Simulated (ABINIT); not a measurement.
Input of an ABINIT 10.8.3 (patched build) run:

The input run.abi:

```
# Pseudopotentials
pp_dirpath "./"
pseudos "Pt.LDA_PW-JTH.xml, Se.LDA_PW-JTH.xml"

# Structure
acell 3.7980655332 3.7980655331 3.7067237823 Angstrom
rprim
     1.0000000000     0.0000000000     0.0000000000
    -0.4999999987     0.8660254046     0.0000000000
     0.0000000000     0.0000000000     1.0000000000
ntypat 2
znucl 78 34
natom 2
typat 1 2
xred
     0.0000000000     0.0000000000     0.0000000000
     0.6666666667     0.3333333333     0.5000000000
chkprim 0
chksymtnons 0
tolsym 1.0e-6

# Plane-wave basis
ecut 12.0
pawecutdg 24.0

# k points
kptopt 1
ngkpt 6 6 5
nshiftk 1
shiftk 0.0 0.0 0.0

# Exchange and correlation
ixc 7

# Bands and occupations
nband 12
occopt 3
tsmear 0.00183747

# SCF cycle
nstep 100
tolvrs 1.0e-9

# Output
iomode 3
prtwf 0
prtden 0
prteig 0
prtebands 0
enunit 1
prtvol 2
```

Potentials or basis: JTH PAW LDA v2.0.

Run with:

```console
$ abinit run.abi > log 2>&1
```

Task: Estimate the band gap on the k mesh.

Result: None (metal or under the smearing width).

 Spin-orbit coupling is left out, which matters for the levels of Pt.
